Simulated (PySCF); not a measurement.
**Co: dipole response in x2c-QZVPPall plus 1 even-tempered diffuse shell per l**

How polarisable is Co at the levels listed below?

The numbers are computed with PySCF 2.14.0 (unrestricted determinants in a Gaussian basis, no spin-orbit coupling in the energies), except any that are marked as measured or tabulated.

## 1. The atom as given

| Quantity | Value |
| --- | --- |
| Element | cobalt (Z = 27) |
| Basis | x2c-QZVPPall with one added diffuse shell each of s, p, d, f, g type (12s8p6d5f3g, 128 functions) |
| Hamiltonian | the spin-free X2C one-electron Hamiltonian (Gaussian nucleus) |
| State 1 | Co: [Ar] 3d7 4s2, high-spin 4F determinant |
| Methods | UHF, PBE |

Outer shells as boxes (Hund's rule):

Co [Ar] 3d7 4s2
```
[Ar] core
3d [↑↓][↑↓][↑ ][↑ ][↑ ]
4s [↑↓]
```

The runs were made by one driver on top of PySCF. The scripts below sum up each run's settings (the driver also hands on starting orbitals that pick excited configurations, and frozen orbitals as a list rather than a count), and the logs come from the driver's own runs. The driver starts from symmetry-adapted Hartree-Fock orbitals, holds the occupation by maximum overlap and uses a logarithmic radial grid for functionals, so a plain start would take other cycles.

The integrals over 128 functions and the set-up took 5.8 s of CPU time.

## 2. Co

#### UHF

input.py reads:

```python
from pyscf import gto, scf, dft, mp, cc
import basis_set_exchange as bse
mol = gto.M(atom="Co 0 0 0", charge=0, spin=3, symmetry="D2h",
            basis=gto.basis.parse(bse.get_basis("x2c-QZVPPall", elements=["Co"], fmt="nwchem", augment_diffuse=1)),
            nucmod="G")
mf = scf.UHF(mol).sfx2c1e()
mf.irrep_nelec = {'Ag': (6, 5), 'B1g': (1, 1), 'B2g': (1, 0), 'B3g': (1, 0), 'B1u': (2, 2), 'B2u': (2, 2), 'B3u': (2, 2)}
mf.kernel()
```

Log:

```text
damping factor = 0
level_shift factor = 0
DIIS = <class 'pyscf.scf.diis.CDIIS'>
diis_start_cycle = 1
diis_space = 10
diis_damp = 0
SCF conv_tol = 1e-09
SCF conv_tol_grad = None
number electrons alpha = 15  beta = 12
cycle= 1 E= -1391.9137174955  delta_E= -0.00801  |g|= 0.0375  |ddm|= 0.0335
cycle= 2 E= -1391.91391119977  delta_E= -0.000194  |g|= 0.00669  |ddm|= 0.00594
cycle= 3 E= -1391.91392072407  delta_E= -9.52e-06  |g|= 0.00194  |ddm|= 0.00268
cycle= 4 E= -1391.91392169111  delta_E= -9.67e-07  |g|= 0.000722  |ddm|= 0.000815
cycle= 5 E= -1391.9139221177  delta_E= -4.27e-07  |g|= 0.000146  |ddm|= 0.000741
cycle= 6 E= -1391.9139221361  delta_E= -1.84e-08  |g|= 2.35e-05  |ddm|= 0.000236
cycle= 7 E= -1391.9139221368  delta_E= -6.92e-10  |g|= 5.74e-06  |ddm|= 7.38e-05
converged SCF energy = -1391.9139221368  <S^2> = 3.7604149  2S+1 = 4.0052041
```

It used 3.5 min of CPU time after the integrals (shared host).

Orbital energies by shell (radii are means over both spins):

```
shell  electrons  mean orbital energy (eV)  spread (eV)  rms radius (bohr)
 1s α          1                   -7776.6            0             0.0648
 1s β          1                   -7776.6            0             0.0648
 2s α          1                   -966.41            0              0.276
 2s β          1                   -963.70            0              0.276
 2p α          3                   -824.03            0              0.249
 2p β          3                   -821.35            0              0.249
 3s α          1                   -129.54            0              0.831
 3s β          1                   -121.90            0              0.831
 3p α          3                   -86.932            0              0.890
 3p β          3                   -77.750            0              0.890
 3d α          5                   -19.126        1.454               1.17
 3d β          2                   -15.442            0               1.17
 4s α          1                    -7.774            0               3.37
 4s β          1                    -7.039            0               3.37
```

⟨S²⟩ = 3.760, ⟨L²⟩ = 12.03.

The driver then solved the coupled dipole response at imaginary frequencies: mean α = 70.44 bohr³, C₆ = 642.0 au for a like pair.

#### PBE

input.py differs from the last one in:

```diff
@@ -5,3 +5,3 @@
             nucmod="G")
-mf = scf.UHF(mol).sfx2c1e()
+mf = dft.UKS(mol, xc="PBE").sfx2c1e()
 mf.irrep_nelec = {'Ag': (6, 5), 'B1g': (1, 1), 'B2g': (1, 0), 'B3g': (1, 0), 'B1u': (2, 2), 'B2u': (2, 2), 'B3u': (2, 2)}
```

Log:

```text
damping factor = 0
level_shift factor = 0
DIIS = <class 'pyscf.scf.diis.CDIIS'>
diis_start_cycle = 1
diis_space = 10
diis_damp = 0
SCF conv_tol = 1e-09
SCF conv_tol_grad = None
number electrons alpha = 15  beta = 12
XC functionals = PBE
    J. P. Perdew, K. Burke, and M. Ernzerhof.,  Phys. Rev. Lett. 77, 3865 (1996)
    J. P. Perdew, K. Burke, and M. Ernzerhof.,  Phys. Rev. Lett. 78, 1396 (1997)
    J. P. Perdew, K. Burke, and M. Ernzerhof.,  Phys. Rev. Lett. 77, 3865 (1996)
    J. P. Perdew, K. Burke, and M. Ernzerhof.,  Phys. Rev. Lett. 78, 1396 (1997)
cycle= 1 E= -1393.03224289834  delta_E= -0.0204  |g|= 0.211  |ddm|= 0.292
cycle= 2 E= -1393.00680170348  delta_E= 0.0254  |g|= 0.433  |ddm|= 0.277
cycle= 3 E= -1393.04130415149  delta_E= -0.0345  |g|= 0.0175  |ddm|= 0.165
cycle= 4 E= -1393.04137652327  delta_E= -7.24e-05  |g|= 0.00122  |ddm|= 0.0104
cycle= 5 E= -1393.04137694296  delta_E= -4.2e-07  |g|= 0.000212  |ddm|= 0.00131
cycle= 6 E= -1393.04137695799  delta_E= -1.5e-08  |g|= 1.16e-05  |ddm|= 0.000214
cycle= 7 E= -1393.04137695803  delta_E= -3.84e-11  |g|= 3.45e-07  |ddm|= 9.79e-06
converged SCF energy = -1393.04137695803  <S^2> = 3.7559854  2S+1 = 4.0029916
```

CPU time 67 s on a shared host, the integrals not counted.

The driver then solved the coupled dipole response at imaginary frequencies: mean α = 53.00 bohr³, C₆ = 447.7 au for a like pair.

Radial density 4πr²ρ of Co at UHF:

```
r (bohr)  density  spin density
 0.00119    0.315         0.000
 0.00199    0.798         0.000
 0.00335     1.97         0.000
 0.00564     4.65         0.000
 0.00949     10.2         0.000
  0.0160     19.4         0.000
  0.0268     29.7        -0.001
  0.0452     32.2        -0.001
  0.0759     25.9         0.002
   0.128     31.3         0.056
   0.215     34.4         0.411
   0.361     15.7         1.600
   0.608     18.3         2.982
    1.02     11.2         2.163
    1.72     2.45         0.605
    2.89    0.833         0.048
    4.87    0.187        -0.019
    8.18  0.00631        -0.002
```

## 3. Polarisabilities and C₆

Co, in atomic units:

```
method  mean α  C₆ (like pair)  S(−4)
   UHF   70.44           642.0   3265
   PBE   53.00           447.7   1469
```

Reference α: 55 ± 4 bohr³ (recommended; Schwerdtfeger and Nagle, table of static dipole polarizabilities (2023 update)). Published C₆: 408.0 (Chu and Dalgarno (2004); Tang, Norbeck and Certain (1976)).

α(iu) at PBE:

```
u (hartree)  α(iu) (bohr³)
          0          53.00
     0.0500          49.61
      0.100          41.95
      0.200          27.00
      0.300          17.82
      0.500          9.463
      0.750          5.548
       1.00          3.800
       1.50          2.237
       2.00          1.533
       3.00         0.8817
       5.00         0.4154
```

## 4. Outcome

| quantity | value |
| --- | --- |
| α of Co | 53.00 (PBE) to 70.44 (UHF) bohr³; reference 55.00 |

In words: For Co PBE is nearest the reference (-4 %). The basis is finite, and no extrapolation was made.
